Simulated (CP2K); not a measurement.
NiMoIrPdW:

```
Ni Mo Pd Ir W
1.0
     2.76616    0.00000    0.00000
    -1.38308    2.39557    0.00000
     0.00000    0.00000   11.02292
Ni Mo Pd Ir W
1 1 1 1 1
Cartesian
  0.0000 1.5971 6.5820
  0.0000 0.0000 4.5276
  1.3831 0.7985 8.7654
  1.3831 0.7985 2.2002
  0.0000 1.5971 10.9936
```

The cell was built by a generator and needn't be a form met in nature.

Program: CP2K 2026.2. Alike in all runs: task band structure; potentials or basis GTH_POTENTIALS Ni GTH-PBE-q18, Pd GTH-PBE-q18, Ir GTH-PBE-q17, W GTH-PBE-q14; POTENTIAL_UZH Mo GTH-PBE-q14; TZVP-MOLOPT-SR-GTH, TZVP-MOLOPT-PBE-GTH basis; spin collinear, ferromagnetic start; cell as given; k mesh 11 × 11 × 3.

Order these runs on this cell by their pressure, lowest first.
A. level LDA; smearing fermi-dirac 0.05 eV; NGRIDS 5; points a segment of the path (NPOINTS) 8; bands added on the path 4; CUTOFF of the grids 1000 Ry
B. level PBEsol; smearing fermi-dirac 0.05 eV; NGRIDS 5; points a segment of the path (NPOINTS) 8; bands added on the path 4; CUTOFF of the grids 1000 Ry
C. level PBE; smearing fermi-dirac 0.1 eV; NGRIDS 4; points a segment of the path (NPOINTS) 10; bands added on the path 2; CUTOFF of the grids 600 Ry
D. level RPBE; smearing fermi-dirac 0.05 eV; NGRIDS 5; points a segment of the path (NPOINTS) 8; bands added on the path 4; CUTOFF of the grids 1000 Ry

A (-13.4 GPa), B (-8.7 GPa), C (0.0 GPa), D (3.5 GPa).

Caveats: the basis of atomic orbitals isn't converged, which shifts pressures, moduli and gaps; the total moment is fixed, so each spin has its own Fermi level; the potentials were made for another functional, which shifts forces and pressure (some runs).
